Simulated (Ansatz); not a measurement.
**CH5BClNO: basis-set convergence**

The task here is to estimate one member of a computed series from the others.

The runs use Ansatz 0.2.0, Gaussian basis; one geometry, several basis sets.

Plan: PBE0-D4/def2-SVP; ωB97M-V/def2-SVP; PBE0-D4/def2-QZVPP; ωB97M-V/def2-QZVPP; the functionals' def2-TZVPP values are taken from earlier runs.

### Structure used throughout

The geometry comes from an earlier relaxation with PBE0-D4 in a triple-zeta def2 set; it is a stationary point, not always the lowest conformer.

SMILES `NCB(O)Cl`, 10 atoms, charge 0, spin multiplicity 1.

Atoms are counted from 1 here; the program's logs count them from 0.

Bond lengths: N1–C2 1.451 Å, N1–H6 1.012 Å, N1–H7 1.011 Å, C2–B3 1.572 Å, C2–H8 1.108 Å, C2–H9 1.099 Å, B3–O4 1.348 Å, B3–Cl5 1.767 Å, O4–H10 0.961 Å. Angles: C2–N1–H6 110.7°, C2–N1–H7 111.6°, H6–N1–H7 107.9°, N1–C2–B3 114.9°, N1–C2–H8 114.1°, N1–C2–H9 109.3°, B3–C2–H8 104.6°, B3–C2–H9 108.4°, H8–C2–H9 105.1°, C2–B3–O4 123.7°, C2–B3–Cl5 120.4°, O4–B3–Cl5 115.8°, B3–O4–H10 113.2°.

Set-up of the first run:

Input file in.yaml:

```yaml
crystal:
  periodic: [false, false, false]
  atoms:
    - {symbol: N, position_ang: [-0.264271, 1.362046, 0.773945]}
    - {symbol: C, position_ang: [-0.415229, -0.021238, 0.363384]}
    - {symbol: B, position_ang: [0.561300, -0.481528, -0.779275]}
    - {symbol: O, position_ang: [0.307078, -1.512864, -1.609891]}
    - {symbol: Cl, position_ang: [2.133390, 0.299975, -0.980297]}
    - {symbol: H, position_ang: [0.714368, 1.611521, 0.835646]}
    - {symbol: H, position_ang: [-0.684730, 1.529372, 1.677691]}
    - {symbol: H, position_ang: [-0.255797, -0.754908, 1.178880]}
    - {symbol: H, position_ang: [-1.447262, -0.188468, 0.026095]}
    - {symbol: H, position_ang: [-0.565648, -1.895109, -1.483277]}
basis:
  gaussian: {orbitals: def2-SVP}
hamiltonian: {xc: pbe0, dispersion: d4}
output: {orbitals: {seedname: orbitals}}
```

Among the steps run: PBE0-D4 in def2-SVP; ωB97M-V in def2-SVP; PBE0-D4 in def2-QZVPP; ωB97M-V in def2-QZVPP.

One table of the session follows, with a row left open; its other results are not shown here.

It belongs to the step «Functionals by basis». 

| functional | basis | HOMO (eV) | LUMO (eV) |
| --- | --- | --- | --- |
| PBE0-D4 | def2-SVP | -6.61 | 0.35 |
| PBE0-D4 | def2-TZVPP | -6.97 | 0.04 |
| PBE0-D4 | def2-QZVPP | -7.03 | -0.06 |
| ωB97M-V | def2-SVP | -9.02 | 2.50 |
| ωB97M-V | def2-TZVPP | -9.39 | 1.80 |
| ωB97M-V | def2-QZVPP | ? | ? |

**Question.** Estimate the row for ωB97M-V, def2-QZVPP.

As computed: HOMO (eV): -9.45; LUMO (eV): 1.25. In the column «HOMO (eV)» it is the lowest.
